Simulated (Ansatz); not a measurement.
**ClH5OSi2: up Jacob's ladder to CCSD(T)**

How much do the methods differ for ClH5OSi2? The plan is to run it at one geometry with functionals of several rungs and with coupled cluster. The yardstick is the atomisation energy at the CCSD(T) limit.

The runs use Ansatz 0.2.0, Gaussian basis; functionals in def2-TZVPP, the program's frozen cores in correlated methods.

The runs, in order: LDA (SPW92), PBE-D4, revPBE-D4, BLYP-D4, r2SCAN-D4, B97M-V, PBE0-D4, B3LYP-D4, r2SCANh-D4, r2SCAN0-D4, HSE06-D4, BHLYP-D4, CAM-B3LYP-D4, LC-ωPBE, ωB97X-V, ωB97M-V, B2PLYP, PBE-QIDH; CCSD(T)/def2-SVP; CCSD(T)/def2-TZVPP; MP2/def2-QZVPP; extrapolation to the limit; RPA on PBE.

## 1. The relaxed structure

The geometry comes from an earlier relaxation with PBE0-D4 in a triple-zeta def2 set; it is a stationary point, not always the lowest conformer.

SMILES `O[SiH2][SiH2]Cl`, 9 atoms, charge 0, spin multiplicity 1.

Atoms are counted from 1 here; the program's logs count them from 0.

Bond lengths: O1–Si2 1.649 Å, O1–H5 0.960 Å, Si2–Si3 2.349 Å, Si2–H6 1.483 Å, Si2–H7 1.490 Å, Si3–Cl4 2.078 Å, Si3–H8 1.485 Å, Si3–H9 1.485 Å. Angles: Si2–O1–H5 116.5°, O1–Si2–Si3 108.5°, O1–Si2–H6 106.8°, O1–Si2–H7 112.2°, Si3–Si2–H6 112.3°, Si3–Si2–H7 108.1°, H6–Si2–H7 109.0°, Si2–Si3–Cl4 104.0°, Si2–Si3–H8 114.2°, Si2–Si3–H9 114.4°, Cl4–Si3–H8 107.0°, Cl4–Si3–H9 107.7°, H8–Si3–H9 109.0°.

Coordinates:

```
O    -1.9406    0.4690   -0.0944
Si   -0.4308    0.9470    0.3653
Si    1.1189   -0.6455   -0.3954
Cl    0.2069   -2.4688    0.0069
H    -2.1520   -0.4591    0.0286
H    -0.2045    2.2847   -0.2347
H    -0.3004    1.0506    1.8464
H     1.3698   -0.5992   -1.8581
H     2.4212   -0.6251    0.3184
```

## 2. LDA

This LDA is Slater exchange with PW92 correlation.

in.yaml

```yaml
crystal:
  periodic: [false, false, false]
  atoms:
    - {symbol: O, position_ang: [-1.940579, 0.469008, -0.094356]}
    - {symbol: Si, position_ang: [-0.430837, 0.947005, 0.365318]}
    - {symbol: Si, position_ang: [1.118907, -0.645475, -0.395368]}
    - {symbol: Cl, position_ang: [0.206885, -2.468787, 0.006870]}
    - {symbol: H, position_ang: [-2.151999, -0.459109, 0.028638]}
    - {symbol: H, position_ang: [-0.204491, 2.284689, -0.234699]}
    - {symbol: H, position_ang: [-0.300366, 1.050623, 1.846354]}
    - {symbol: H, position_ang: [1.369763, -0.599223, -1.858146]}
    - {symbol: H, position_ang: [2.421217, -0.625130, 0.318390]}
basis:
  gaussian: {orbitals: def2-TZVPP}
hamiltonian: {xc: lda}
output: {orbitals: {seedname: orbitals}}
```

The runs that follow: PBE-D4 (GGA); revPBE-D4 (GGA); BLYP-D4 (GGA); r2SCAN-D4 (meta-GGA); B97M-V (meta-GGA); PBE0-D4 (hybrid); B3LYP-D4 (hybrid); r2SCANh-D4 (hybrid); r2SCAN0-D4 (hybrid); HSE06-D4 (hybrid); BHLYP-D4 (hybrid); CAM-B3LYP-D4 (range-separated); LC-ωPBE-D4 (range-separated); ωB97X-V (range-separated); ωB97M-V (range-separated); B2PLYP (double hybrid); PBE-QIDH (double hybrid); CCSD(T) in def2-SVP; CCSD(T) in def2-TZVPP; MP2 in def2-QZVPP; RPA on PBE orbitals.

**Question.** What will the summary of the whole plan be? Wanted: atomisation energy, CCSD(T)/CBS; farthest beyond LDA; mean size of error, GGA; mean size of error, meta-GGA; mean size of error, hybrid; mean size of error, range-separated; mean size of error, double hybrid; gap, smallest and largest; T1 diagnostic.

**Answer**, as computed:

| quantity | value |
| --- | --- |
| atomisation energy, CCSD(T)/CBS | 689.0 kcal/mol |
| functionals within 3.4 kcal/mol (0.5 %) | r2SCAN-D4, B97M-V, ωB97X-V, ωB97M-V |
| farthest beyond LDA | BHLYP-D4 (-19.8 kcal/mol) |
| mean size of error, GGA | 12.2 kcal/mol |
| mean size of error, meta-GGA | 1.6 kcal/mol |
| mean size of error, hybrid | 11.5 kcal/mol |
| mean size of error, range-separated | 5.2 kcal/mol |
| mean size of error, double hybrid | 13.6 kcal/mol |
| gap, smallest and largest | 4.72 eV (LDA (SPW92)), 11.75 eV (LC-ωPBE) |
| T1 diagnostic | 0.0112 |
| triples share of the correlation energy | 3.6 % |

The LDA atomisation energy is off by 78.8 kcal/mol (11 %): it overbinds. PBE-D4 is off by -5.5 kcal/mol. Double hybrids carry the basis error of their MP2 part in triple zeta, and no dispersion term here, so their miss is partly the set-up's. Taken by rung, meta-GGA functionals do best (1.6 kcal/mol on average) and double hybrid ones worst beyond LDA (13.6 kcal/mol). The reference freezes the cores and leaves out relativity and excitations past (T), so misses under about 3.4 kcal/mol can't be ranked. Hartree-Fock recovers 74 % of the binding; the rest is correlation. CCSD(T) in def2-SVP is off by -60.8 kcal/mol, so the small basis spoils what the method gains. Orbital gaps span 4.7 to 11.7 eV; exact exchange widens them.
